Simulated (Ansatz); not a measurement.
# BLYP/def2-SVP (core potential) run of InSiH4F (SMILES [F][InH][SiH3])

What is the vertical ionisation energy of InSiH4F at BLYP/def2-SVP (core potential)? 

The results are computed with Ansatz 0.2.0.

56 further runs of the same task are left out: 56 set aside as unsound or not needed.

### 1 The system as given

InSiH4F has 7 atoms, charge 0, and is taken as a singlet. As SMILES, `[F][InH][SiH3]`. The coordinates come from a PBE0-D4/def2-TZVP relaxation.

Bond lengths: F1–In2 1.968 Å, In2–Si3 2.558 Å, In2–H4 1.714 Å, Si3–H5 1.486 Å, Si3–H6 1.486 Å, Si3–H7 1.487 Å. Angles: F1–In2–Si3 109.2°, F1–In2–H4 109.4°, Si3–In2–H4 141.4°, In2–Si3–H5 109.2°, In2–Si3–H6 109.1°, In2–Si3–H7 111.4°, H5–Si3–H6 109.2°, H5–Si3–H7 109.0°, H6–Si3–H7 109.0°.

### 2 The energy at BLYP/def2-SVP (core potential)

Contents of job.yaml:

```yaml
crystal:
  periodic: [false, false, false]
  atoms:
    - symbol: F
      position_ang: [-0.196000, -2.340000, 1.298800]
    - symbol: In
      position_ang: [-0.756000, -1.164900, -0.176800]
    - symbol: Si
      position_ang: [0.528000, 1.043100, -0.028600]
    - symbol: H
      position_ang: [-1.937800, -1.965900, -1.125300]
    - symbol: H
      position_ang: [1.986000, 0.765900, -0.108800]
    - symbol: H
      position_ang: [0.226000, 1.696000, 1.272200]
    - symbol: H
      position_ang: [0.149800, 1.965800, -1.131400]
basis:
  gaussian:
    orbitals: def2-SVP
hamiltonian:
  xc: {name: BLYP}
accuracy: high
output: {orbitals: {seedname: orbitals}}
```

The run is started by

```bash
$ ansatz run job.yaml --threads 1 --pin off --max-ram 3480MiB --events-out events.jsonl --progress --plain --runs-dir runs
```

Standard output:

```text
Warning: RAYON_NUM_THREADS=1 ignored (pool sized by the plan → 1); use --threads N
Functional definition: BLYP
  name "BLYP"
  parameter beta = 0.0042
  parameter a = 0.04918
  parameter b = 0.132
  parameter c = 0.2533
  parameter d = 0.349
  exchange = b88_x(beta = beta)
  correlation = lyp_c(a = a, b = b, c = c, d = d)
1767 factors; integrals over basis functions are off by at most 7.9e-9 eV
mean field evaluation 1: about -15822.8477 eV, gradient 4.6e1 eV
mean field evaluation 2: about -15725.0030 eV, gradient 2.1e2 eV
mean field evaluation 4: about -15826.8869 eV, gradient 1.1e1 eV
mean field evaluation 8: about -15827.1879 eV, gradient 8.7e-1 eV
mean field evaluation 16: about -15827.1897 eV, gradient 9.1e-5 eV
mean field -15827.18966975 eV, -581.6384923088 hartree, gradient 7.7e-8 eV, S^2 0.000000; 0 other end points of the search recorded, 0 dependent functions left out
reference -15827.18972759 eV, -581.6384944345 hartree; 24, 24 occupied and 54, 54 virtual orbitals, 1767 factors
Total energy: -15827.18972759 eV, -581.6384944345 hartree
```

Wall time 5.1 s (1 thread of Arm Neoverse V2, shared host); peak memory 0.2 GiB.

### 3 The doublet cation, same level

Contents of molecule.yaml:

```yaml
crystal:
  periodic: [false, false, false]
  atoms:
    - symbol: F
      position_ang: [-0.196000, -2.340000, 1.298800]
    - symbol: In
      position_ang: [-0.756000, -1.164900, -0.176800]
    - symbol: Si
      position_ang: [0.528000, 1.043100, -0.028600]
    - symbol: H
      position_ang: [-1.937800, -1.965900, -1.125300]
    - symbol: H
      position_ang: [1.986000, 0.765900, -0.108800]
    - symbol: H
      position_ang: [0.226000, 1.696000, 1.272200]
    - symbol: H
      position_ang: [0.149800, 1.965800, -1.131400]
basis:
  gaussian: {orbitals: def2-SVP}
output: {orbitals: {seedname: orbitals}}
hamiltonian: {xc: {name: BLYP}}
accuracy: high
magnetization: {spin_polarized: true, initial_magnetization: 1}
total_charge: 1
```

The run is started by

```bash
$ ansatz run molecule.yaml --threads 1 --pin off --max-ram 3480MiB --events-out events.jsonl --progress --plain --runs-dir runs
```

Standard output:

```text
Warning: RAYON_NUM_THREADS=1 ignored (pool sized by the plan → 1); use --threads N
[... 9 set-up lines as earlier in the session ...]
1767 factors; integrals over basis functions are off by at most 7.9e-9 eV
mean field evaluation 1: about -15804.1963 eV, gradient 6.0e1 eV
mean field evaluation 2: about -15507.8218 eV, gradient 1.5e2 eV
mean field evaluation 4: about -15812.2383 eV, gradient 2.6e1 eV
mean field evaluation 8: about -15817.8038 eV, gradient 1.9e-1 eV
mean field evaluation 16: about -15817.7997 eV, gradient 7.3e-4 eV
mean field evaluation 32: about -15815.8179 eV, gradient 8.5e0 eV
mean field -15817.79973971 eV, -581.2934187448 hartree, gradient 1.7e-8 eV, S^2 0.755467; 4 other end points of the search recorded, 0 dependent functions left out
reference -15817.79979932 eV, -581.2934209352 hartree; 24, 23 occupied and 54, 55 virtual orbitals, 1767 factors
Total energy: -15817.79979932 eV, -581.2934209352 hartree
```

It took 11 s on 1 thread of Arm Neoverse V2, shared host; peak memory 0.26 GiB.

### 4 Summary of results

At BLYP/def2-SVP (core potential):

```
                                          quantity          value
                     singlet InSiH4F: total energy  -581.63849 Eh
                      singlet InSiH4F: HOMO energy       -6.42 eV
                      singlet InSiH4F: LUMO energy       -2.54 eV
                    singlet InSiH4F: HOMO–LUMO gap        3.87 eV
                      doublet cation: total energy  -581.29342 Eh
doublet cation: HOMO energy (highest over α and β)      -13.20 eV
 doublet cation: LUMO energy (lowest over α and β)      -12.35 eV
                              doublet cation: ⟨S²⟩          0.755
vertical ionisation energy (to the doublet cation)       9.390 eV
```

In words: Removing an electron at fixed nuclei costs 9.39 eV (906 kJ/mol). −ε(HOMO) before ionisation, 6.42 eV, is 2.97 eV below this ionisation energy.
